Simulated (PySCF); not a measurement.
# UHF/aug-pc-1 run of C2H4BClN (SMILES C=CB([NH])Cl)

Aim: the vertical ionisation energy of C2H4BClN at UHF/aug-pc-1, from 2 runs. Input form: a Python script.

Program for the calculation: PySCF 2.14.0.

### Step 1. Starting point

The species is C2H4BClN (9 atoms), meant as a doublet with charge 0. As SMILES, `C=CB([NH])Cl`. Geometry: relaxed at GFN2-xTB. This is one conformer, not always the lowest.

Bond lengths: C1–C2 1.317 Å, C2–B3 1.621 Å, B3–N4 1.320 Å, B3–Cl5 1.735 Å, C1–H6 1.077 Å, C1–H7 1.081 Å, C2–H8 1.079 Å, N4–H9 0.997 Å. Angles: C1–C2–B3 123.0°, C2–B3–N4 118.8°, C2–B3–Cl5 115.0°, N4–B3–Cl5 126.2°, C1–C2–H8 121.7°, B3–C2–H8 115.3°, C2–C1–H6 122.8°, C2–C1–H7 121.0°, B3–N4–H9 137.6°, H6–C1–H7 116.2°.

### Step 2. The energy at UHF/aug-pc-1

Input file run.py:

```python
from pyscf import gto

system = gto.M(
    atom='''
C     -0.977895     1.522099     2.341938
C     -0.232172    -0.444029     1.011665
B      1.007696    -0.197420    -1.779555
N      0.739072    -2.085691    -3.385728
Cl     2.563300     2.629913    -2.359059
H     -0.794819     3.437261     1.676546
H     -1.804518     1.287130     4.195721
H     -0.452400    -2.351141     1.700640
H     -0.048264    -3.798123    -3.402150
''',
    basis='aug-pc-1',
    verbose=3,
    spin=1,
    max_memory=1860,
    unit='bohr',
    charge=0,
)

hf = system.UHF()
hf.conv_tol = 1e-10
hf.kernel()
if not hf.converged:
    hf = hf.newton().run(hf.mo_coeff, hf.mo_occ)

e_tot = hf.e_tot
print('Final energy', e_tot)
```

Launch:

```console
$ OMP_NUM_THREADS=1 python run.py
```

The program printed:

```text
converged SCF energy = -616.65556191624  <S^2> = 0.7828072  2S+1 = 2.0325425
Final energy -616.6555619162397
```

It took 35 s on 1 thread of Arm Neoverse V1, shared host; peak memory 0.68 GiB.

### Step 3. The singlet cation, same level

Input file mol.xyz:

```xyz
9

C     -0.517480     0.805460     1.239300
C     -0.122860    -0.234970     0.535350
B      0.533250    -0.104470    -0.941700
N      0.391100    -1.103700    -1.791650
Cl     1.356440     1.391690    -1.248360
H     -0.420600     1.818920     0.887190
H     -0.954910     0.681120     2.220280
H     -0.239400    -1.244170     0.899940
H     -0.025540    -2.009880    -1.800340
```

Input file input.py:

```python
from pyscf import gto, scf

molecule = gto.M(
    atom='mol.xyz',
    basis='aug-pc-1',
    verbose=3,
    charge=1,
    max_memory=1860,
)

mf = scf.RHF(molecule)
mf.conv_tol = 1e-10
mf.kernel()
if not mf.converged:
    mf = mf.newton().run(mf.mo_coeff, mf.mo_occ)

e_final = mf.e_tot
print('Final energy', e_final)
```

Launch:

```console
$ OMP_NUM_THREADS=1 python input.py
```

The program printed:

```text
converged SCF energy = -616.23344732011
Final energy -616.2334473201096
```

It took 16 s on 1 thread of Arm Neoverse V1, shared host; peak memory 0.67 GiB.

### Step 4. What came out

At UHF/aug-pc-1:

| quantity | value |
| --- | --- |
| doublet C2H4BClN: total energy | -616.65556 Eh |
| doublet C2H4BClN: dipole moment | 2.56 D |
| doublet C2H4BClN: HOMO energy (highest over α and β) | -10.27 eV |
| doublet C2H4BClN: LUMO energy (lowest over α and β) | 0.59 eV |
| doublet C2H4BClN: ⟨S²⟩ | 0.783 |
| singlet cation: total energy | -616.23345 Eh |
| singlet cation: HOMO energy | -16.24 eV |
| singlet cation: LUMO energy | -8.92 eV |
| singlet cation: HOMO–LUMO gap | 7.32 eV |
| vertical ionisation energy (to the singlet cation) | 11.486 eV |

In words: Removing an electron at fixed nuclei costs 11.49 eV (265 kcal/mol). Only the singlet of the ionised species was computed; a triplet could lie lower. Mulliken charges (singlet cation) run from -1.02 on C2 to +2.38 on B3; in a basis this large or diffuse they mean little.
